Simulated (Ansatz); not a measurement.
# K: a trigonal deformation path

One table from this session's results is given with a row withheld; the runs are named, their logs left out.

Method: DFT PBEsol, scalar-relativistic, plane waves, PAW, in Ansatz 0.2.0.

### The structure to begin with

It takes space group Pm-3m (No. 221, cubic). The conventional cell has a = 4.310 Å, b = 4.310 Å, c = 4.310 Å, α = 90.00°, β = 90.00°, γ = 90.00°. Around K (site symmetry m-3m) lie 6 K at 4.31 Å.

Structure file:

```cif
data_structure
_symmetry_space_group_name_H-M 'P 1'
_symmetry_Int_Tables_number 1
_cell_length_a 4.3104
_cell_length_b 4.3104
_cell_length_c 4.3104
_cell_angle_alpha 90.000
_cell_angle_beta 90.000
_cell_angle_gamma 90.000
_cell_volume 80.09
loop_
_atom_site_label
_atom_site_type_symbol
_atom_site_fract_x
_atom_site_fract_y
_atom_site_fract_z
_atom_site_occupancy
K1 K 0.00000 0.00000 0.00000 1
```

It goes back to an entry of the Materials Project.

The cell is taken as given, not relaxed at this level.

Set-up of the first run:

At fixed volume and fractional coordinates, lengths along (0.577, 0.577, 0.577) are scaled against those across it; ρ is that ratio over its starting value.

The input, input.yaml:

```yaml
crystal:
  lattice:
    - [4.5256778731, -0.9051355746, -0.9051355746]
    - [-0.9051355746, 4.5256778731, -0.9051355746]
    - [-0.9051355746, -0.9051355746, 4.5256778731]
  atoms:
    - { symbol: K, position: [0.0, 0.0, 0.0] }
basis:
  ecutwfc: 420
kpoints:
  mp_grid: { grid: [12, 12, 12] }
hamiltonian:
  xc: pbesol
scf:
  occupations: { method: gaussian, width: 0.15 }
output:
  forces: true
  stress: true
  eigenvalues: true
```

Launch:

```sh
$ ansatz run input.yaml --threads 1 --pin off --max-ram 1228MiB --backend cpu --events-out ev --progress --plain --runs-dir out
```

Steps of the session up to this table: ρ = 0.500; ρ = 2.000; At ρ = 0.710; Point ρ = 1.410; Point ρ = 0.600; ρ = 0.850; At ρ = 1.200; At ρ = 1.700; ρ = 0.930; At ρ = 1.080.

One table of the session follows, with a row left open; its other results are not shown here.

It belongs to the step «The scan collected». Collected from the runs (energy zero: the undisturbed cell):

```
    ρ  ΔE (meV/atom)  pressure (GPa)
0.500          -98.0            -0.4
0.600          -78.1            -0.3
0.710          -43.1            -0.2
0.850          -11.2            -0.2
0.930           -2.4            -0.1
1.000            0.0            -0.1
1.080           -2.7            -0.1
1.200          -14.1            -0.2
1.410              ?               ?
1.700          -82.8            -0.3
2.000          -99.7            -0.4
```

**Question.** Estimate the row for ρ = 1.410.

Worked estimate for «ΔE (meV/atom)». A straight line through the neighbours (1.200, -14.1) and (1.700, -82.8) gives -14.1 + (-82.8 + 14.1) × (1.410 − 1.200) / (1.700 − 1.200) = -43.0; a parabola fitted to 4 rows on both sides gives -48.9.

The run gave: ΔE (meV/atom): -43.8; pressure (GPa): -0.2. In «ΔE (meV/atom)» the line misses by +0.8 and the parabola by -5.1.
